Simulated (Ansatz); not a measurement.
# CH7ClOSi2: basis-set convergence

The task here is to estimate one member of a computed series from the others.

The runs use Ansatz 0.2.0, Gaussian basis; one geometry, several basis sets.

Plan: PBE0-D4/def2-SVP; ωB97M-V/def2-SVP; PBE0-D4/def2-QZVPP; ωB97M-V/def2-QZVPP; the functionals' def2-TZVPP values are taken from earlier runs.

**Structure used throughout**

All runs share one geometry, relaxed beforehand with PBE0-D4 in a triple-zeta def2 set.

SMILES `C[SiH2]O[SiH2]Cl`, 12 atoms, charge 0, spin multiplicity 1.

Atoms are counted from 1 here; the program's logs count them from 0.

Bond lengths: C1–Si2 1.856 Å, C1–H6 1.092 Å, C1–H7 1.094 Å, C1–H8 1.092 Å, Si2–O3 1.650 Å, Si2–H9 1.488 Å, Si2–H10 1.484 Å, O3–Si4 1.616 Å, Si4–Cl5 2.058 Å, Si4–H11 1.476 Å, Si4–H12 1.479 Å. Angles: Si2–C1–H6 110.8°, Si2–C1–H7 110.2°, Si2–C1–H8 110.9°, H6–C1–H7 108.3°, H6–C1–H8 108.3°, H7–C1–H8 108.2°, C1–Si2–O3 110.5°, C1–Si2–H9 110.7°, C1–Si2–H10 111.3°, O3–Si2–H9 108.7°, O3–Si2–H10 106.5°, H9–Si2–H10 109.1°, Si2–O3–Si4 144.9°, O3–Si4–Cl5 110.3°, O3–Si4–H11 109.0°, O3–Si4–H12 110.9°, Cl5–Si4–H11 107.6°, Cl5–Si4–H12 106.7° and more.

The first run:

Contents of in.yaml:

```yaml
crystal:
  periodic: [false, false, false]
  atoms:
    - {symbol: C, position_ang: [-0.342591, 1.864472, 0.294540]}
    - {symbol: Si, position_ang: [0.544177, 0.390082, 0.990552]}
    - {symbol: O, position_ang: [0.771045, -0.752965, -0.177771]}
    - {symbol: Si, position_ang: [0.067303, -1.933152, -1.027952]}
    - {symbol: Cl, position_ang: [-1.781457, -1.325514, -1.696616]}
    - {symbol: H, position_ang: [-1.330478, 1.583407, -0.077223]}
    - {symbol: H, position_ang: [-0.470987, 2.628040, 1.066743]}
    - {symbol: H, position_ang: [0.221783, 2.305875, -0.530163]}
    - {symbol: H, position_ang: [-0.235528, -0.214161, 2.104994]}
    - {symbol: H, position_ang: [1.893592, 0.758793, 1.487412]}
    - {symbol: H, position_ang: [0.895808, -2.230617, -2.213340]}
    - {symbol: H, position_ang: [-0.155866, -3.129562, -0.187177]}
basis:
  gaussian: {orbitals: def2-SVP}
hamiltonian: {xc: pbe0, dispersion: d4}
output: {orbitals: {seedname: orbitals}}
```

Command:

```
$ ansatz run in.yaml --threads 4 --pin off --events-out ev --progress --plain --max-ram 10444MiB
```

Among the steps run: PBE0-D4 in def2-SVP; ωB97M-V in def2-SVP; PBE0-D4 in def2-QZVPP; ωB97M-V in def2-QZVPP.

One table of the session follows, with a row left open; its other results are not shown here.

```
functional       basis  HOMO (eV)  LUMO (eV)
   PBE0-D4    def2-SVP      -8.57       0.74
   PBE0-D4  def2-TZVPP      -8.67       0.20
   PBE0-D4  def2-QZVPP          ?          ?
   ωB97M-V    def2-SVP     -10.78       2.67
   ωB97M-V  def2-TZVPP     -10.93       1.90
   ωB97M-V  def2-QZVPP     -10.95       1.51
```

Q: Estimate the row for PBE0-D4, def2-QZVPP from the others.

**Answer.** HOMO (eV): -8.69; LUMO (eV): 0.03. In the column «HOMO (eV)» it lies between ωB97M-V, def2-SVP (-10.78) and PBE0-D4, def2-TZVPP (-8.67).
